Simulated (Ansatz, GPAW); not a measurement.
## A script for InAs (PBE in single-zeta orbitals)

These are simulated results from GPAW 26.7.0, not measurements. The cell began as a measured structure and was relaxed with r2SCAN in plane waves (Ansatz 0.2.0). All runs are without spin polarisation.

It is cubic, F-43m (No. 216); conventional cell a = 6.109 Å, 28.50 Å³ an atom. In is surrounded by 4 As at 2.65 Å; As is surrounded by 4 In at 2.65 Å.

The basis is minimal: single zeta, one radial function for each shell that the log's basis lists. It describes the filled bands fairly and the empty ones poorly.

The script, run.py:

```python
import json
from ase import Atoms
from gpaw import GPAW, PW, FermiDirac

atoms = Atoms(['In', 'As'],
              cell=[[0.0, 3.054592, 3.054592], [3.054592, 0.0, 3.054592], [3.054592, 3.054592, 0.0]],
              scaled_positions=[[-0.0, 0.0, 0.0], [0.25, 0.25, 0.25]],
              pbc=True)
calc = GPAW(mode='lcao', basis='sz(dzp)', h=0.2, xc='PBE', kpts={'size': (6, 6, 6), 'gamma': True},
            occupations=FermiDirac(0.02), maxiter=100, legacy_gpaw=True, txt='gpaw.txt')
atoms.calc = calc
res = {'energy': atoms.get_potential_energy(force_consistent=True)}
res['electrons'] = calc.get_number_of_electrons()
res['k'] = calc.get_ibz_k_points().tolist()
res['levels'] = [calc.get_eigenvalues(kpt=i).tolist() for i in range(len(res['k']))]
points = [[0.0, 0.0, 0.0], [-0.5, -0.5, 0.0], [-0.375, -0.375, 0.25], [-0.375, 0.0, 0.375], [0.0, 0.0, 0.5], [-0.5, -0.25, 0.25]]
bands = calc.fixed_density(kpts=points, symmetry='off', txt='bands.txt')
res['points'] = [bands.get_eigenvalues(kpt=i).tolist() for i in range(len(points))]
json.dump(res, open('results.json', 'w'))
print('free energy (eV):', round(res['energy'], 5))
```

Command: `python run.py`. It took 4.1 s on 1 thread of Arm Neoverse V1, on a shared host, peak memory 0.14 GiB.

The log gpaw.txt, trimmed of paths, versions and times, then the last line on the terminal. An iter line gives the energy in eV and the logarithms of the changes of orbitals (plane waves alone) and density (c: converged):

```
___ ___ ___ _ _ _
 |   |   |_  | | | |

 | | | | | . | | | |

 |__ |  _|___|_____|  26.7.0
 |___|_|

Input parameters:
  basis: sz(dzp)
  h: 0.2
  kpts: {gamma: True,
         size: (6, 6, 6)}
  maxiter: 100
  mode: lcao
  occupations: {fixmagmom: False,
                name: fermi-dirac,
                width: 0.02}
  xc: PBE

System changes: positions, numbers, cell, pbc, initial_charges, initial_magmoms

Initialize ...

species:
  In:
    name:    Indium
    Z:       49.0
    valence: 13
    core:    36
    charge:  0.0  # [|e|]
    compensation charges:
      type: gauss
      rc: 0.36  # [Å]
      lmax: 2
    cutoffs:
      filter: 2.09  # [Å]
      core: 2.48  # [Å]
    projectors
    | kind |    occ | energy [eV] | rcut [Å] |

    |------|--------|-------------|----------|

    |   5s |  2.000 |      -8.203 |    1.185 |

    |   5p |  1.000 |      -2.521 |    1.244 |

    |   4d | 10.000 |     -18.629 |    1.148 |

    |    s |        |      19.008 |    1.185 |

    |    p |        |      24.691 |    1.244 |

    |    d |        |       8.583 |    1.148 |

    LCAO basis set for In:
      Name: sz(dzp)
      Number of radial functions: 3
      Number of spherical harmonics: 9
        l=0, rc=7.7188 Bohr: 5s-sz confined orbital
        l=1, rc=10.7500 Bohr: 5p-sz confined orbital
        l=2, rc=4.4219 Bohr: 4d-sz confined orbital
      Number of RI-basis functions 0

  As:
    name:    Arsenic
    Z:       33.0
    valence: 5
    core:    28
    charge:  0.0  # [|e|]
    compensation charges:
      type: gauss
      rc: 0.33  # [Å]
      lmax: 2
    cutoffs:
      filter: 1.87  # [Å]
      core: 2.96  # [Å]
    projectors
    | kind |    occ | energy [eV] | rcut [Å] |

    |------|--------|-------------|----------|

    |   4s |  2.000 |     -14.487 |    1.058 |

    |   4p |  3.000 |      -5.196 |    1.058 |

    |    s |        |      12.725 |    1.058 |

    |    p |        |      22.016 |    1.058 |

    |    d |        |       0.000 |    1.058 |

    LCAO basis set for As:
      Name: sz(dzp)
      Number of radial functions: 2
      Number of spherical harmonics: 4
        l=0, rc=6.1250 Bohr: 4s-sz confined orbital
        l=1, rc=7.9531 Bohr: 4p-sz confined orbital
      Number of RI-basis functions 0

Reference energy: -221478.393260  # eV

Spin-paired calculation

Convergence criteria:
 Maximum [total energy] change in last 3 cyles: 0.0005 eV / valence electron
 Maximum integral of absolute [dens]ity change: 0.0001 electrons / valence electron
 Maximum integral of absolute [eigenst]ate change: 4e-08 eV^2 / valence electron
 Maximum number of scf [iter]ations: 100
 (Square brackets indicate name in SCF output, whereas a 'c' in
 the SCF output indicates the quantity has converged.)

Symmetries present (total): 24

  ( 1  0  0)  ( 1  0  0)  ( 1  0 -1)  ( 1  0 -1)  ( 1 -1  0)  ( 1 -1  0)
  ( 0  1  0)  ( 0  0  1)  ( 0  1 -1)  ( 0  0 -1)  ( 0 -1  1)  ( 0 -1  0)
  ( 0  0  1)  ( 0  1  0)  ( 0  0 -1)  ( 0  1 -1)  ( 0 -1  0)  ( 0 -1  1)

  ( 0  1  0)  ( 0  1  0)  ( 0  1 -1)  ( 0  1 -1)  ( 0  0  1)  ( 0  0  1)
  ( 1  0  0)  ( 0  0  1)  ( 1  0 -1)  ( 0  0 -1)  ( 1  0  0)  ( 0  1  0)
  ( 0  0  1)  ( 1  0  0)  ( 0  0 -1)  ( 1  0 -1)  ( 0  1  0)  ( 1  0  0)

  ( 0  0 -1)  ( 0  0 -1)  ( 0 -1  1)  ( 0 -1  1)  ( 0 -1  0)  ( 0 -1  0)
  ( 1  0 -1)  ( 0  1 -1)  ( 1 -1  0)  ( 0 -1  0)  ( 1 -1  0)  ( 0 -1  1)
  ( 0  1 -1)  ( 1  0 -1)  ( 0 -1  0)  ( 1 -1  0)  ( 0 -1  1)  ( 1 -1  0)

  (-1  1  0)  (-1  1  0)  (-1  0  1)  (-1  0  1)  (-1  0  0)  (-1  0  0)
  (-1  0  1)  (-1  0  0)  (-1  1  0)  (-1  0  0)  (-1  1  0)  (-1  0  1)
  (-1  0  0)  (-1  0  1)  (-1  0  0)  (-1  1  0)  (-1  0  1)  (-1  1  0)

216 k-points: 6 x 6 x 6 Monkhorst-Pack grid + [1/12,1/12,1/12]
16 k-points in the irreducible part of the Brillouin zone
       k-points in crystal coordinates                weights
   0:     0.00000000    0.00000000    0.00000000          1/216
   1:     0.16666667    0.16666667    0.00000000          6/216
   2:     0.16666667    0.16666667    0.16666667          8/216
   3:     0.33333333    0.16666667    0.16666667         12/216
   4:     0.33333333    0.33333333   -0.33333333         12/216
   5:     0.33333333    0.33333333    0.00000000          6/216
   6:     0.33333333    0.33333333    0.16666667         24/216
   7:     0.33333333    0.33333333    0.33333333          8/216
   8:     0.50000000    0.33333333   -0.33333333         24/216
   9:     0.50000000    0.33333333   -0.16666667         12/216
          ...
  15:     0.50000000    0.50000000    0.50000000          4/216

Wave functions: LCAO
  Diagonalizer: Serial LAPACK
  Atomic Correction: dense with blas
  Data-type: complex

Occupation numbers: Fermi-Dirac:
  width: 0.0200  # eV

Eigensolver
   LCAO using direct dense diagonalizer

Densities:
  Coarse grid: 16*16*16 grid
  Fine grid: 32*32*32 grid
  Total Charge: 0.000000

Density mixing:
  Method: separate
  Backend: msr1
  Linear mixing parameter: 0.05
  old densities: 10
  Width of damping distribution: 1.1
  Damping of long wavelength oscillations: 20

Hamiltonian:
  XC and Coulomb potentials evaluated on a 32*32*32 grid
  Using the PBE Exchange-Correlation functional
  Interpolation: tri-quintic (5. degree polynomial)
  Poisson solver: FastPoissonSolver using
    Stencil: 12*3+1=37 point O(h^6) finite-difference Laplacian
    FFT axes: [np.int64(0), np.int64(1), np.int64(2)]
    FST axes: []

XC parameters: PBE with 2 nearest neighbor stencil

Memory estimate:
  Process memory now: 111.97 MiB
  Calculator: 8.76 MiB
    Density: 5.64 MiB
      Arrays: 0.81 MiB
      Localized functions: 4.21 MiB
      Mixer: 0.62 MiB
    Hamiltonian: 0.82 MiB
      Arrays: 0.53 MiB
      XC: 0.00 MiB
      Poisson: 0.00 MiB
      vbar: 0.29 MiB
    Wavefunctions: 2.29 MiB
      C [qnM]: 0.04 MiB
      S, T [2 x qmm]: 0.08 MiB
      P [aqMi]: 0.01 MiB
      BasisFunctions: 2.16 MiB
      Eigensolver: 0.00 MiB

Total number of cores used: 1

Number of atoms: 2
Number of atomic orbitals: 13
Number of bands in calculation: 13
Number of valence electrons: 18
Bands to converge: occupied
Positions:
   0 In     0.000000    0.000000    0.000000    ( 0.0000,  0.0000,  0.0000)
   1 As     1.527296    1.527296    1.527296    ( 0.0000,  0.0000,  0.0000)

Unit cell:
           periodic     x           y           z      points  spacing
  1. axis:    yes    0.000000    3.054592    3.054592    16     0.2204
  2. axis:    yes    3.054592    0.000000    3.054592    16     0.2204
  3. axis:    yes    3.054592    3.054592    0.000000    16     0.2204

  Lengths:   4.319845   4.319845   4.319845
  Angles:   60.000000  60.000000  60.000000

Effective grid spacing dv^(1/3) = 0.2405

iter:   1    -6.507310        c
iter:   2    -6.495539        c -1.26
iter:   3    -6.437247        c -1.29
iter:   4    -6.435655        c -2.16
iter:   5    -6.435510c       c -2.80
iter:   6    -6.435508c       c -3.77
iter:   7    -6.435507c       c -4.16c

Converged after 7 iterations.

Energy contributions relative to reference atoms: (reference = -221478.393260)

Kinetic:        +47.461910
Potential:      -43.051373
External:        +0.000000
XC:             -11.121720
Entropy (-ST):   -0.000354
Local:           +0.275852
SIC:             +0.000000
--------------------------
Free energy:     -6.435684
Extrapolated:    -6.435507

Showing only first 2 kpts
 Kpt  Band  Eigenvalues  Occupancy
  0     7      4.46629    1.33667
  0     8      4.46629    1.33667
  0     9      4.46674    1.32667
  0    10      8.90167    0.00000

  1     7      3.67019    2.00000
  1     8      3.67021    2.00000
  1     9      6.67012    0.00000
  1    10      7.90198    0.00000

Fermi level: 4.48030

No gap
No difference between direct/indirect transitions

free energy (eV): -6.43568
```

The gap in the log is over the mesh alone; results.json adds the listed points. PBE in single-zeta orbitals gives no gap at the points read. On the same cell, plane-wave PBE (Ansatz, 8×8×8 k points and the special points) gives no gap at the points read and r2SCAN a gap of 0.08 eV; on shared hosts these took about 3.9 and 10 core-seconds on the 2-atom cell, against 4.1 for the script. Semilocal gaps usually lie below measured ones.

Spin-orbit coupling is left out, which matters wherever the heavy atoms make up the band edges.
